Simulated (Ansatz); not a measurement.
**ZnSiH₄: a ladder of functionals and wavefunction methods**

An exercise on one series of results from a longer session: the logs are not shown, and one member is left open.

Method: functionals in def2-TZVPP, the program's frozen cores in correlated methods; program: Ansatz 0.2.0, Gaussian basis.

Levels to be run: LDA (SPW92), PBE-D4, revPBE-D4, BLYP-D4, r2SCAN-D4, B97M-V, PBE0-D4, B3LYP-D4, r2SCANh-D4, r2SCAN0-D4, HSE06-D4, BHLYP-D4, CAM-B3LYP-D4, LC-ωPBE, ωB97X-V, ωB97M-V, B2PLYP, PBE-QIDH; CCSD(T)/def2-SVP; CCSD(T)/def2-TZVPP; MP2/def2-QZVPP; extrapolation to the limit; RPA on PBE.

## The geometry

An earlier PBE0-D4 in a triple-zeta def2 set relaxation fixed the geometry.

6 atoms, charge 0, spin multiplicity 1.

Atoms are counted from 1 here; the program's logs count them from 0.

Bond lengths: Si1–H3 1.486 Å, Si1–H4 1.485 Å, Si1–H5 1.485 Å, Si1–H6 1.485 Å. Angles: H3–Si1–H4 109.5°, H3–Si1–H5 109.5°, H3–Si1–H6 109.5°, H4–Si1–H5 109.5°, H4–Si1–H6 109.5°, H5–Si1–H6 109.5°.

The first run:

File in.yaml:

```yaml
crystal:
  periodic: [false, false, false]
  atoms:
    - {symbol: Si, position_ang: [0.113852, -0.527980, -0.359430]}
    - {symbol: Zn, position_ang: [-0.527203, 2.576109, 1.750992]}
    - {symbol: H, position_ang: [0.363629, -1.739134, -1.183868]}
    - {symbol: H, position_ang: [-1.306872, -0.506742, 0.071920]}
    - {symbol: H, position_ang: [0.405119, 0.686606, -1.162495]}
    - {symbol: H, position_ang: [0.993574, -0.552858, 0.836581]}
basis:
  gaussian: {orbitals: def2-TZVPP}
hamiltonian: {xc: lda}
output: {orbitals: {seedname: orbitals}}
```

Launch:

```bash
ansatz run in.yaml --threads 2 --pin off --events-out ev --progress --plain --max-ram 4352MiB
```

Steps of the session up to this table: LDA; PBE-D4 (GGA); revPBE-D4 (GGA); BLYP-D4 (GGA); r2SCAN-D4 (meta-GGA); B97M-V (meta-GGA); B3LYP-D4 (hybrid); r2SCANh-D4 (hybrid); r2SCAN0-D4 (hybrid); HSE06-D4 (hybrid); BHLYP-D4 (hybrid); CAM-B3LYP-D4 (range-separated); LC-ωPBE (range-separated); ωB97X-V (range-separated); ωB97M-V (range-separated); B2PLYP (double hybrid); PBE-QIDH (double hybrid).

One table of the session follows, with a row left open; its other results are not shown here.

It belongs to the step «Frontier levels by functional». 

| functional | HOMO (eV) | gap (eV) |
| --- | --- | --- |
| LDA (SPW92) | ? | ? |
| PBE-D4 | -5.84 | 4.59 |
| revPBE-D4 | -5.74 | 4.60 |
| BLYP-D4 | -5.79 | 4.65 |
| r2SCAN-D4 | -6.06 | 5.08 |
| B97M-V | -5.78 | 4.58 |
| PBE0-D4 | -6.55 | 5.98 |
| B3LYP-D4 | -6.52 | 5.77 |
| r2SCANh-D4 | -6.33 | 5.58 |
| r2SCAN0-D4 | -6.74 | 6.32 |
| HSE06-D4 | -6.14 | 5.22 |
| BHLYP-D4 | -7.24 | 7.33 |
| CAM-B3LYP-D4 | -7.84 | 8.13 |
| LC-ωPBE | -8.91 | 10.13 |
| ωB97X-V | -8.63 | 9.77 |
| ωB97M-V | -8.64 | 9.57 |

Q: Estimate the row for LDA (SPW92) from the others.

The run gave: HOMO (eV): -6.08; gap (eV): 4.63. In the column «HOMO (eV)» it lies between HSE06-D4 (-6.14) and r2SCAN-D4 (-6.06).
